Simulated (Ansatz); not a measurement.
**AlBrCl radical: up Jacob's ladder to CCSD(T)**

An exercise on one series of results from a longer session: the logs are not shown, and one member is left open.

Method: functionals in def2-TZVPP, the program's frozen cores in correlated methods; program: Ansatz 0.2.0, Gaussian basis.

The runs, in order: LDA (SPW92), PBE-D4, revPBE-D4, BLYP-D4, r2SCAN-D4, B97M-V, PBE0-D4, B3LYP-D4, r2SCANh-D4, r2SCAN0-D4, HSE06-D4, BHLYP-D4, CAM-B3LYP-D4, LC-ωPBE, ωB97X-V, ωB97M-V, B2PLYP, PBE-QIDH; CCSD(T)/def2-SVP; CCSD(T)/def2-TZVPP; MP2/def2-QZVPP; extrapolation to the limit; RPA on PBE.

**The geometry**

All runs share one geometry, relaxed beforehand with PBE0-D4 in a triple-zeta def2 set.

SMILES `[Cl][Al][Br]`, 3 atoms, charge 0, spin multiplicity 2.

Atoms are counted from 1 here; the program's logs count them from 0.

Bond lengths: Cl1–Al2 2.102 Å, Al2–Br3 2.266 Å. Angles: Cl1–Al2–Br3 118.9°.

The first run:

in.yaml

```yaml
crystal:
  periodic: [false, false, false]
  atoms:
    - {symbol: Cl, position_ang: [0.439923, 1.761088, 0.423897]}
    - {symbol: Al, position_ang: [-0.648060, 0.131347, -0.337653]}
    - {symbol: Br, position_ang: [0.197137, -1.957235, -0.099443]}
basis:
  gaussian: {orbitals: def2-TZVPP}
magnetization: {spin_polarized: true, initial_magnetization: 1}
hamiltonian: {xc: lda}
output: {orbitals: {seedname: orbitals}}
```

Steps of the session up to this table: LDA; PBE-D4 (GGA); revPBE-D4 (GGA); BLYP-D4 (GGA); r2SCAN-D4 (meta-GGA); B97M-V (meta-GGA); PBE0-D4 (hybrid); B3LYP-D4 (hybrid); r2SCANh-D4 (hybrid); r2SCAN0-D4 (hybrid); HSE06-D4 (hybrid); BHLYP-D4 (hybrid); CAM-B3LYP-D4 (range-separated); LC-ωPBE-D4 (range-separated; the results give it without D4); ωB97X-V (range-separated); ωB97M-V (range-separated); B2PLYP (double hybrid); PBE-QIDH (double hybrid).

One table of the session follows, with a row left open; its other results are not shown here.

It belongs to the step «Frontier levels by functional». 

```
  functional  HOMO (eV)  LUMO (eV)  gap (eV)
 LDA (SPW92)      -5.62      -4.51      1.11
      PBE-D4      -5.59      -4.13      1.45
   revPBE-D4      -5.56      -3.97      1.59
     BLYP-D4      -5.38      -4.15      1.23
   r2SCAN-D4      -5.91      -3.63      2.28
      B97M-V      -5.57      -4.44      1.13
     PBE0-D4          ?          ?         ?
    B3LYP-D4      -6.37      -3.70      2.67
  r2SCANh-D4      -6.28      -3.41      2.88
  r2SCAN0-D4      -6.85      -3.08      3.78
    HSE06-D4      -6.24      -3.71      2.52
    BHLYP-D4      -7.48      -2.68      4.81
CAM-B3LYP-D4      -7.80      -2.56      5.23
     LC-ωPBE      -9.15      -1.20      7.95
     ωB97X-V      -8.67      -1.71      6.96
     ωB97M-V      -8.29      -1.91      6.38
```

Q: Estimate the row for PBE0-D4 from the others.

The run gave: HOMO (eV): -6.63; LUMO (eV): -3.34; gap (eV): 3.29. In the column «HOMO (eV)» it lies between r2SCAN0-D4 (-6.85) and B3LYP-D4 (-6.37).
